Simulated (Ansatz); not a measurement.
Runs of Ansatz 0.2.0 on MgVCl2O. It takes space group Cm (No. 8, monoclinic). Conventional cell: a = 13.241 Å, b = 3.923 Å, c = 4.318 Å, α = 90.00°, β = 108.86°, γ = 90.00°. V (site symmetry m) has 2 O at 2.16 Å as nearest neighbours. Cl (site symmetry m) is surrounded by 2 V at 2.54 Å and 2 Mg at 2.75 to 2.80 Å. Cl (site symmetry m) has 2 V at 2.58 Å and 2 Mg at 2.65 to 2.66 Å as nearest neighbours. Around Mg (site symmetry m) lie 2 O at 1.96 Å. O (site symmetry m) has 2 Mg at 1.96 Å and 2 V at 2.16 Å as nearest neighbours. The cell comes from a database or a generator and needn't be the stable form of this composition.

| cell | target pressure (GPa) | gap on the mesh (eV) | pressure (GPa) | moment (μB) |
| --- | --- | --- | --- | --- |
| relaxed to 2 GPa | 2 | (a) | 2.0 | 3.00 |
| relaxed to 10 GPa | 10 | none | 10.0 | 2.97 |
| relaxed to 5 GPa | 5 | 0.19 | 5.0 | 3.00 |
| relaxed | 0 | (b) | 0.0 | 3.00 |

Alike in all rows: task relaxation of cell and atoms; level PBEsol; potentials or basis Ansatz PAW; spin collinear, ferromagnetic start; k mesh 7 × 7 × 7; cutoff (eV) 420; smearing fermi-dirac 0.05 eV.

Problem. Estimate the missing entries.

Solution. (a) 0.24; (b) 0.25.

Caveats: the plane-wave basis is chosen anew once the cell has moved, so the energies of steps on either side of that aren't comparable; the PAW data sets come from PBE, with cores solved anew for the run's functional, which leaves a small shift of forces and pressure; odd divisions of the mesh miss points on the zone boundary, where band edges often lie, so the gap on the mesh can be too wide (some runs); semilocal functionals often make such compounds metallic where correlation or magnetic order opens a gap, which also shifts bond lengths (some runs).

A k mesh can miss the band edges.

A gap of «none» marks a metal or a gap under the smearing width.

Runs at the PBE level aren't shown here.
